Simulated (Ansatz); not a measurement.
**CHClGa+ (singlet): from Hartree-Fock to the top rungs, cc-pVTZ**

The task here is to estimate one member of a computed series from the others.

Computed with Ansatz 0.2.0, Gaussian basis. Level: cc-pVTZ, core rule «outside noble gas», up to 20 orbitals frozen.

To be run: UHF; CCSD(T) on RHF; CCSD(T) on UHF; BCCD(T) on RHF; CCSDT(Q) on RHF; CCSDT(Q) on UHF.

5 further runs of the same task are left out: 5 set aside as unsound or not needed. Runs told in other sessions of the task aren't counted.

## The geometry

The geometry is a PBE0/def2-TZVP stationary point (not a proven minimum) of the parent state, kept for this charge and spin. No spin-orbit coupling is included. The filled d shell of Ga may be among the frozen orbitals whatever the setting's name suggests.

4 atoms, charge 1, spin multiplicity 1.

Atoms are counted from 1 here; the program's logs count them from 0.

Bond lengths: Cl1–C2 1.726 Å, C2–Ga3 2.034 Å, C2–H4 1.091 Å. Angles: Cl1–C2–Ga3 113.0°, Cl1–C2–H4 110.2°, Ga3–C2–H4 136.8°.

Set-up of the first run:

in.yaml

```yaml
crystal:
  periodic: [false, false, false]
  atoms:
    - {symbol: Cl, position_ang: [0.000000, -0.224282, 1.993212]}
    - {symbol: C, position_ang: [0.000000, 0.873891, 0.661996]}
    - {symbol: Ga, position_ang: [0.000000, -0.064009, -1.142342]}
    - {symbol: H, position_ang: [0.000000, 1.903187, 1.023017]}
basis:
  gaussian: {orbitals: cc-pVTZ}
total_charge: 1
magnetization: {spin_polarized: true, initial_magnetization: 0}
hamiltonian: {xc: hf}
output: {orbitals: {seedname: orbitals}}
```

On the command line:

```console
ansatz run in.yaml --threads 1 --pin off --events-out ev --progress --plain --max-ram 4096MiB --backend cpu
```

Steps of the session up to this table: UHF; CCSD(T) on RHF; CCSD(T) on UHF; BCCD(T) on RHF; CCSDT(Q) on RHF; CCSDT(Q) on UHF.

One of the session's tables, all rows but one given; the rest of the session is left out.

```
   method  from RCCSDT(Q) (meV)
      RHF              +11659.3
      UHF              +11438.9
     RMP2               +1676.5
     UMP2                     ?
    RCCSD                +615.6
    UCCSD                +638.6
 RCCSD(T)                 +73.3
 UCCSD(T)                 +98.2
  BCCD(T)                 +68.2
   RCCSDT                 +37.7
   UCCSDT                 +46.7
RCCSDT(Q)                     0
UCCSDT(Q)                  +3.1
```

**Question.** Estimate the row for UMP2.

The run gave: from RCCSDT(Q) (meV): +1796.3. In the column «from RCCSDT(Q) (meV)» it lies between RMP2 (+1676.5) and UHF (+11438.9).

Limits of these values: The determinant of HF (⟨S²⟩ 0.68) is far from a pure spin state, so its energy mixes those of several spin states; that is harmless only where they are near-degenerate. The determinant of CCSD(T) (⟨S²⟩ 0.68) is far from a pure spin state, so its energy mixes those of several spin states; high orders of coupled cluster remove much of that, low ones don't. The determinant of CCSDT(Q) (⟨S²⟩ 0.68) is far from a pure spin state, so its energy mixes those of several spin states; high orders of coupled cluster remove much of that, low ones don't. Restricted and unrestricted rows rest on different reference determinants; a gap between their highest levels can come from leftover correlation error, from unlike frozen cores or from another state.
